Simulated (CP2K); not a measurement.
# Two attempts at SiAsH5F+ (SMILES F[SiH2][AsH3+])

Aim: energy and gradient of SiAsH5F+ at IPEA1-xTB.

The calculation is run with CP2K 2026.2.

4 further runs of the same task are left out: 2 that didn't finish, 2 set aside as unsound or not needed.

## (1) The structure to begin with

The species is SiAsH5F+ (8 atoms), meant as a singlet with charge +1. SMILES: `F[SiH2][AsH3+]`. The shape comes from GFN2-xTB, which is rough for such elements, and wasn't checked as a minimum.

Bond lengths: F1–Si2 1.588 Å, Si2–As3 2.479 Å, Si2–H4 1.454 Å, Si2–H5 1.454 Å, As3–H6 1.477 Å, As3–H7 1.478 Å, As3–H8 1.477 Å. Some angles: F1–Si2–As3 96.9°, F1–Si2–H4 109.3°, F1–Si2–H5 109.3°, As3–Si2–H4 104.9°, As3–Si2–H5 104.7°, Si2–As3–H6 119.3°, Si2–As3–H7 118.4°, Si2–As3–H8 118.9°, H4–Si2–H5 127.2°, H6–As3–H7 98.7°.

## (2) First attempt

File calc.inp:

```
&global
  project calc
  run_type ENERGY_FORCE
  print_level MEDIUM
&end global

&force_eval
  method QS
  &dft
    charge 1
    &qs
      method XTB
      eps_default 1.0E-10
      &xtb
        gfn_type TBLITE
        &tblite
          method IPEA1
        &end tblite
        check_atomic_charges F
      &end xtb
    &end qs
    &poisson
      periodic NONE
      poisson_solver ANALYTIC
    &end poisson
    &scf
      scf_guess ATOMIC
      eps_scf 1.0E-07
      max_scf 150
      added_mos 2
      &diagonalization
        algorithm STANDARD
      &end diagonalization
      &mixing
        method DIRECT_P_MIXING
        alpha 0.4
      &end mixing
    &print
      &moments
        periodic F
        reference COM
        max_moment 1
      &end moments
      &mo ON
        energies T
        occupation_numbers T
        ndigits 6
        &each
          qs_scf 0
        &end each
        add_last NUMERIC
      &end mo
      &hirshfeld OFF
      &end hirshfeld
    &end print
  &end dft
  &subsys
    &cell
      abc 15.6 15.4 16.2
      periodic NONE
    &end cell
    &coord
      F      6.011775     8.725930     7.561835
      Si     7.385235     8.233720     6.934185
      As     8.264815     7.132670     8.974025
      H      7.127035     7.146060     6.004985
      H      8.256675     9.379720     6.727465
      H      8.476145     7.936700    10.195015
      H      9.588225     6.478690     8.905875
      H      7.498615     6.020280     9.571535
    &end coord
  &end subsys
  &print
    &forces ON
    &end forces
  &end print
&end force_eval
```

Started as:

```sh
$ OMP_NUM_THREADS=1 cp2k.psmp calc.inp > calc.out
```

Standard output:

```text
Possible matches for unknown subsection

 MOMENTS

   subsection MOMENTS in section %__ROOT__%FORCE_EVAL%DFT%ENERGY_CORRECTION%PRINT score:  110
   subsection MOMENTS in section %__ROOT__%FORCE_EVAL%DFT%REAL_TIME_PROPAGATION%PRINT score:  110
   subsection MOMENTS in section %__ROOT__%FORCE_EVAL%DFT%PRINT score:  110
   subsection MOMENTS_FT in section %__ROOT__%FORCE_EVAL%DFT%REAL_TIME_PROPAGATION%PRINT score:  107
   enum SILENT in section %__ROOT__%GLOBAL%PRINT for keyword _SECTION_PARAMETERS_ score:  106

 *******************************************************************************
 *   ___                                                                       *
 *  /   \                                                                      *
 * [ABORT]                                                                     *
 *  \___/               unknown subsection MOMENTS of section PRINT            *
 *    |                                                                        *
 *  O/|                                                                        *
 * /| |                                                                        *
 * / \                                               input/input_parsing.F:192 *
 *******************************************************************************

 ===== Routine Calling Stack =====

            6 section_vals_parse
            5 section_vals_parse
            4 section_vals_parse
            3 section_vals_parse
            2 section_vals_parse
            1 read_input

Program received signal SIGABRT: Process abort signal.
```

Run time: 0.48 s. Hardware: 1 thread of Arm Neoverse N1, shared host; peak memory 0.13 GiB.

## (3) What went wrong

The input was rejected.

The log says `\___/               unknown subsection MOMENTS of section PRINT`. Cause: a section of the input isn't closed.

## (4) The mended input

File mol.inp:

```
&GLOBAL
   PROJECT_NAME mol
   RUN_TYPE ENERGY_FORCE
   PRINT_LEVEL MEDIUM
&END

&FORCE_EVAL
   METHOD Quickstep
   &DFT
      CHARGE 1
      MULTIPLICITY 1
      # Quickstep
      &QS
         METHOD XTB
         EPS_DEFAULT 1.0E-10
         &XTB
            GFN_TYPE TBLITE
            &TBLITE
               METHOD IPEA1
            &END
            CHECK_ATOMIC_CHARGES F
         &END
      &END
      &POISSON
         PERIODIC NONE
         POISSON_SOLVER ANALYTIC
      &END
      # self-consistent field
      &SCF
         SCF_GUESS ATOMIC
         EPS_SCF 1.0E-07
         MAX_SCF 150
         ADDED_MOS 2
         &DIAGONALIZATION
            ALGORITHM STANDARD
         &END
         &MIXING
            METHOD DIRECT_P_MIXING
            ALPHA 0.4
         &END
      &END
      &PRINT
         &MOMENTS
            PERIODIC F
            REFERENCE COM
            MAX_MOMENT 1
         &END
         &MO ON
            ENERGIES T
            OCCUPATION_NUMBERS T
            NDIGITS 6
            &EACH
               QS_SCF 0
            &END
            ADD_LAST NUMERIC
         &END
         &HIRSHFELD OFF
         &END
      &END
   &END
   # structure
   &SUBSYS
      # vacuum box
      &CELL
         ABC [angstrom] 15.6 15.4 16.2
         PERIODIC NONE
      &END
      &COORD
         F      6.011775     8.725930     7.561835
         Si     7.385235     8.233720     6.934185
         As     8.264815     7.132670     8.974025
         H      7.127035     7.146060     6.004985
         H      8.256675     9.379720     6.727465
         H      8.476145     7.936700    10.195015
         H      9.588225     6.478690     8.905875
         H      7.498615     6.020280     9.571535
      &END
   &END
   # extra output
   &PRINT
      &FORCES ON
      &END
   &END
&END
```

Started as:

```sh
$ OMP_NUM_THREADS=1 cp2k.psmp mol.inp > mol.out
```

Standard output:

```text
CP2K| version string:                                       CP2K version 2026.2
[...]
 GLOBAL| Method name                                                        CP2K
[...]
 GLOBAL| Run type                                                   ENERGY_FORCE
[...]
                             - Atoms:                                          8
[...]
                             - Spherical basis functions:                     33
[...]
 Number of electrons:                                                         20
[...]
  *** SCF run converged in    16 steps ***
[...]
  Fermi energy:                                                -0.44726104675301
[...]
 TB_DIPOLE| Moment [Debye]          1.89849096      -0.81287149      -0.47161120
 TB_DIPOLE| Derivative [a.u.]       0.00000000       0.00000000       0.00000000
[...]
 ENERGY| Total FORCE_EVAL ( QS ) energy [hartree]            -12.617923501540272
 FORCES| Atomic forces [hartree/bohr]
 FORCES|   Atom     x               y               z               |f|
 FORCES|      1  1.34315896E-02 -4.33939360E-03 -7.70989678E-03   1.60835457E-02
 FORCES|      2 -3.72550651E-03 -4.97753005E-03  2.28068507E-02   2.36391125E-02
 FORCES|      3  3.22974240E-03 -2.18636732E-03  1.00491738E-03   4.02756713E-03
 FORCES|      4  5.09186340E-03  1.30386527E-02  6.75182566E-03   1.55409358E-02
 FORCES|      5 -8.33970086E-03 -1.33323746E-02 -1.76824300E-03   1.58249646E-02
 FORCES|      6 -3.22446133E-03 -6.38527821E-03 -1.36339860E-02   1.53965744E-02
 FORCES|      7 -1.25077029E-02  6.38518437E-03  1.46147739E-04   1.40440226E-02
 FORCES|      8  6.04417626E-03  1.17971067E-02 -7.59761562E-03   1.52783362E-02
 FORCES| Sum     1.21430643E-17  1.90819582E-16  6.15826834E-17
 FORCES| Total atomic force                                       2.00878057E-16
[...]
```

Wall time 0.47 s (1 thread of Arm Neoverse N1, shared host); peak memory 0.14 GiB.

## (5) Outcome

Level: IPEA1-xTB.

| quantity | value |
| --- | --- |
| total energy | -12.61792 Eh |
| HOMO energy | -17.06 eV |
| LUMO energy | -11.27 eV |
| HOMO–LUMO gap | 5.79 eV |
| largest force on an atom | 1.216 eV/Å |

What this shows: The largest force is 1.22 eV/Å: the shape isn't a stationary point for this species at this level.
